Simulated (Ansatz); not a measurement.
# HF: the cost of one run

Program: Ansatz 0.2.0. Level of theory: DFT PBEsol, plane waves, PAW, scalar-relativistic, no spin polarisation. These are calculated values, not measurements.

**1. The starting structure**

The cell holds 12 atoms (F6H6): a = 5.887 Å, b = 5.887 Å, c = 5.887 Å, α = 90.00°, β = 90.00°, γ = 90.00°.

Structure file:

```xyz
12
Lattice="5.8868 0.0000 0.0000 0.0000 5.8868 0.0000 0.0000 0.0000 5.8868" Properties=species:S:1:pos:R:3 pbc="T T T"
F     0.6209   -0.2919    4.2722
H    -0.0942    0.2962    4.3945
F     2.7121    0.3622    5.4485
H     3.2264    1.1143    5.6534
F     0.0078    2.1438    3.8306
H     0.2065    3.0563    3.8289
F     1.7336    2.9449    1.6627
H     1.6588    2.9764    0.7324
F     4.2912    0.7751    1.4887
H     4.6978    0.3495    2.2138
F     2.8694    4.8668    2.3969
H     3.4944    4.7272    1.7171
```

**2. Preparing the start**

Input file input.yaml:

```yaml
crystal:
  lattice:
    - [5.886765, 0.0, 0.0]
    - [0.0, 5.886765, 0.0]
    - [0.0, 0.0, 5.886765]
  atoms:
    - { symbol: F, position: [0.1054724, -0.0495884, 0.7257278] }
    - { symbol: H, position: [-0.0159964, 0.0503183, 0.7464984] }
    - { symbol: F, position: [0.4607073, 0.0615298, 0.9255472] }
    - { symbol: H, position: [0.5480829, 0.1892864, 0.9603495] }
    - { symbol: F, position: [0.0013188, 0.3641755, 0.6507196] }
    - { symbol: H, position: [0.0350791, 0.5191839, 0.6504261] }
    - { symbol: F, position: [0.2944829, 0.500255, 0.2824537] }
    - { symbol: H, position: [0.2817905, 0.5056123, 0.1244106] }
    - { symbol: F, position: [0.7289584, 0.1316673, 0.2528947] }
    - { symbol: H, position: [0.798019, 0.0593755, 0.3760692] }
    - { symbol: F, position: [0.4874351, 0.8267299, 0.4071597] }
    - { symbol: H, position: [0.5935958, 0.8030171, 0.2916823] }
basis:
  ecutwfc: 420.0
kpoints:
  mp_grid: { grid: [1, 1, 1] }
hamiltonian:
  xc: pbesol
scf:
  occupations: { method: fermi_dirac, width: 0.02 }
  lower_state_search: "off"
relax:
  f_tol: 0.3
  max_steps: 15
  adjacent_minimum: "off"
```

Run with:

```bash
> ansatz run input.yaml --threads 1 --pin off --max-ram 3072MiB --backend cpu --events-out ev --progress --plain --runs-dir out
```

**Question.** How long does this run take on 1 thread of Arm Neoverse V2, shared host, and how much memory does it need?

About 9.7 s, with a peak of 0.29 GiB.
